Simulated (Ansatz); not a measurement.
# C6H16Cl2GeN2: a ladder of functionals and wavefunction methods

Aim: compute C6H16Cl2GeN2 with functionals from several rungs and with coupled cluster, and see how far each lands from CCSD(T) at the basis-set limit for the atomisation energy.

The runs use Ansatz 0.2.0, Gaussian basis; functionals in def2-TZVPP, the program's frozen cores in correlated methods.

The runs, in order: LDA (SPW92), PBE-D4, revPBE-D4, BLYP-D4, r2SCAN-D4, B97M-V, PBE0-D4, B3LYP-D4, r2SCANh-D4, r2SCAN0-D4, HSE06-D4, BHLYP-D4, CAM-B3LYP-D4, LC-ωPBE, ωB97X-V, ωB97M-V, B2PLYP, PBE-QIDH; CCSD(T)/def2-SVP; CCSD(T)/def2-TZVPP; MP2/def2-QZVPP; extrapolation to the limit; RPA on PBE.

### Step 1. The relaxed structure

An earlier PBE0-D4 in a triple-zeta def2 set relaxation fixed the geometry.

SMILES `CC[N](C)[Ge]([Cl])([Cl])[N](C)CC`, 27 atoms, charge 0, spin multiplicity 1.

Atoms are counted from 1 here; the program's logs count them from 0.

Bond lengths: C1–C2 1.519 Å, C1–H12 1.093 Å, C1–H13 1.092 Å, C1–H14 1.092 Å, C2–N3 1.453 Å, C2–H15 1.093 Å, C2–H16 1.101 Å, N3–C4 1.449 Å, N3–Ge5 1.804 Å, C4–H17 1.091 Å, C4–H18 1.100 Å, C4–H19 1.094 Å, Ge5–Cl6 2.159 Å, Ge5–Cl7 2.163 Å, Ge5–N8 1.818 Å, N8–C9 1.451 Å, N8–C10 1.460 Å, C9–H20 1.095 Å and more. Angles: C2–C1–H12 110.1°, C2–C1–H13 110.5°, C2–C1–H14 111.9°, H12–C1–H13 108.4°, H12–C1–H14 107.5°, H13–C1–H14 108.2°, C1–C2–N3 112.6°, C1–C2–H15 108.8°, C1–C2–H16 109.8°, N3–C2–H15 108.7°, N3–C2–H16 110.2°, H15–C2–H16 106.6°, C2–N3–C4 114.7°, C2–N3–Ge5 119.2°, C4–N3–Ge5 116.8°, N3–C4–H17 110.1°, N3–C4–H18 112.2°, N3–C4–H19 110.7° and more.

### Step 2. LDA

This LDA is Slater exchange with PW92 correlation.

The input, in.yaml:

```yaml
crystal:
  periodic: [false, false, false]
  atoms:
    - {symbol: C, position_ang: [-2.250701, -0.643292, -2.511343]}
    - {symbol: C, position_ang: [-1.938329, 0.519070, -1.585450]}
    - {symbol: N, position_ang: [-0.637232, 0.393309, -0.950955]}
    - {symbol: C, position_ang: [0.490783, 0.623869, -1.830378]}
    - {symbol: Ge, position_ang: [-0.444034, 0.899177, 0.770083]}
    - {symbol: Cl, position_ang: [-2.112971, 0.072152, 1.862267]}
    - {symbol: Cl, position_ang: [-0.610684, 3.045227, 0.987139]}
    - {symbol: N, position_ang: [1.159305, 0.376666, 1.449008]}
    - {symbol: C, position_ang: [1.833710, 1.255933, 2.385602]}
    - {symbol: C, position_ang: [1.312877, -1.024271, 1.828497]}
    - {symbol: C, position_ang: [0.869773, -2.015849, 0.774294]}
    - {symbol: H, position_ang: [-3.245851, -0.521432, -2.945495]}
    - {symbol: H, position_ang: [-2.226613, -1.586600, -1.961743]}
    - {symbol: H, position_ang: [-1.538797, -0.710444, -3.336616]}
    - {symbol: H, position_ang: [-2.703921, 0.564929, -0.807071]}
    - {symbol: H, position_ang: [-1.998711, 1.466372, -2.143232]}
    - {symbol: H, position_ang: [1.421400, 0.601628, -1.261063]}
    - {symbol: H, position_ang: [0.424353, 1.593571, -2.344857]}
    - {symbol: H, position_ang: [0.552720, -0.159193, -2.592389]}
    - {symbol: H, position_ang: [2.903887, 1.023090, 2.382624]}
    - {symbol: H, position_ang: [1.468935, 1.142219, 3.416660]}
    - {symbol: H, position_ang: [1.715624, 2.298734, 2.096008]}
    - {symbol: H, position_ang: [0.790000, -1.232050, 2.775540]}
    - {symbol: H, position_ang: [2.380762, -1.173123, 2.029482]}
    - {symbol: H, position_ang: [1.091317, -3.028857, 1.116783]}
    - {symbol: H, position_ang: [-0.202730, -1.961999, 0.578855]}
    - {symbol: H, position_ang: [1.393428, -1.849235, -0.168851]}
basis:
  gaussian: {orbitals: def2-TZVPP}
hamiltonian: {xc: lda}
output: {orbitals: {seedname: orbitals}}
```

The run is started by

```console
> ansatz run in.yaml --threads 11 --pin off --events-out ev --progress --plain --max-ram 174080MiB --backend cuda --devices 0, --max-vram 75GiB
```

Further steps of the session: PBE-D4 (GGA); revPBE-D4 (GGA); BLYP-D4 (GGA); r2SCAN-D4 (meta-GGA); B97M-V (meta-GGA); B3LYP-D4 (hybrid); r2SCANh-D4 (hybrid); r2SCAN0-D4 (hybrid); HSE06-D4 (hybrid); BHLYP-D4 (hybrid); CAM-B3LYP-D4 (range-separated); LC-ωPBE (range-separated); ωB97X-V (range-separated); ωB97M-V (range-separated); B2PLYP (double hybrid); PBE-QIDH (double hybrid); CCSD(T) in def2-SVP; CCSD(T) in def2-TZVPP; MP2 in def2-QZVPP; RPA on PBE orbitals.

**Question.** What will the summary of the whole plan be? Wanted: atomisation energy, CCSD(T)/CBS; farthest beyond LDA; mean size of error, GGA; mean size of error, meta-GGA; mean size of error, hybrid; mean size of error, range-separated; mean size of error, double hybrid; gap, smallest and largest; T1 diagnostic.

As calculated:

```
                               quantity                                                                                                                              value
        atomisation energy, CCSD(T)/CBS                                                                                                                     10189.5 kJ/mol
functionals within 101.9 kJ/mol (1.0 %)  revPBE-D4, BLYP-D4, r2SCAN-D4, B97M-V, PBE0-D4, B3LYP-D4, r2SCANh-D4, HSE06-D4, CAM-B3LYP-D4, LC-ωPBE, ωB97X-V, ωB97M-V, PBE-QIDH
                    farthest beyond LDA                                                                                                           BHLYP-D4 (-258.2 kJ/mol)
                mean size of error, GGA                                                                                                                        91.7 kJ/mol
           mean size of error, meta-GGA                                                                                                                        15.3 kJ/mol
             mean size of error, hybrid                                                                                                                        90.3 kJ/mol
    mean size of error, range-separated                                                                                                                        36.9 kJ/mol
      mean size of error, double hybrid                                                                                                                        78.5 kJ/mol
              gap, smallest and largest                                                                                          3.98 eV (LDA (SPW92)), 11.50 eV (LC-ωPBE)
                          T1 diagnostic                                                                                                                             0.0105
triples share of the correlation energy                                                                                                                              4.1 %
```

LDA overbinds by 1471.9 kJ/mol (14 %). PBE-D4 is off by +208.0 kJ/mol. Double hybrids carry the basis error of their MP2 part in triple zeta, and no dispersion term here, so their miss is partly the set-up's. The rungs meta-GGA, range-separated, double hybrid, hybrid, GGA miss on average by less than the doubt on the reference (101.9 kJ/mol), so they tie. The reference freezes the cores and leaves out relativity and excitations past (T), and its outer-core shells are covered unevenly, so misses under about 101.9 kJ/mol can't be ranked. Hartree-Fock recovers 73 % of the binding; the rest is correlation. CCSD(T) in def2-SVP is off by -490.1 kJ/mol, so the small basis spoils what the method gains. Orbital gaps span 4.0 to 11.5 eV; exact exchange widens them. Correlated methods include outer-core shells of Ge, which these sets cover unevenly.
